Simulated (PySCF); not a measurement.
# EuFO (Eu(O)(F)-): the cost of one run

Method: several levels, as the steps say, no spin–orbit coupling; program: PySCF 2.14.0.

1 further run of the same task is left out (for a known fault of the program).

**1. The starting structure**

3 atoms, charge -1, spin multiplicity 1.

Bond lengths: Eu1–O2 2.037 Å, Eu1–F3 2.237 Å. Angles: O2–Eu1–F3 119.3°.

Coordinates:

```
Eu    0.0238    0.0000   -0.3072
O     1.7792    0.0000    0.7253
F    -1.9083    0.0000    0.8197
```

Formal oxidation states: Eu +2. Each metal's 7 4f electrons lie in its core potential, so multiplicities, spins and levels count the valence alone. An earlier session relaxed this geometry at PBE0, Eu lcecp-0-SVP with ECP53, O def2-SVP, F def2-SVP (singlet, point group Cs).

At PBE0 on the finer grid: E = -204.168346 Eh, frontier levels not given, since the 4f levels lie in the core, Mulliken charge on Eu1 +0.25 e, largest force component 0.010 eV/Å. The gap is small, and the closed shell wasn't tested for a lower spin-broken solution. The highest filled level lies above zero; it isn't the detachment energy.

Levels to run: HF; BP86; PBE0, TZVP. Hardware: 2 threads of Arm Neoverse N1, shared host.

**2. HF**

Contents of run.py (the lines that set the calculation):

```python
mol = gto.M(atom='''
Eu     0.02381     0.00000    -0.30716
O      1.77921     0.00000     0.72530
F     -1.90825     0.00000     0.81970''',
    basis={'Eu': 'lcecp-0-SVP', 'O': 'def2-SVP', 'F': 'def2-SVP'},
    ecp={'Eu': 'lcecp-0-SVP'},
    charge=-1, spin=0)
mf = scf.RHF(mol)
mf = mf.density_fit()  # fitting sets: Eu AutoAux, O def2-universal-JKFIT, F def2-universal-JKFIT
mf.conv_tol = 1e-08; mf.max_cycle = 55
mf.kernel(dm0)  # dm0: the density of the relaxed state
```

Run with:

```
OMP_NUM_THREADS=2 python run.py
```

**Question.** How long does this run take on 2 threads of Arm Neoverse N1, shared host?

About 1.4 s.
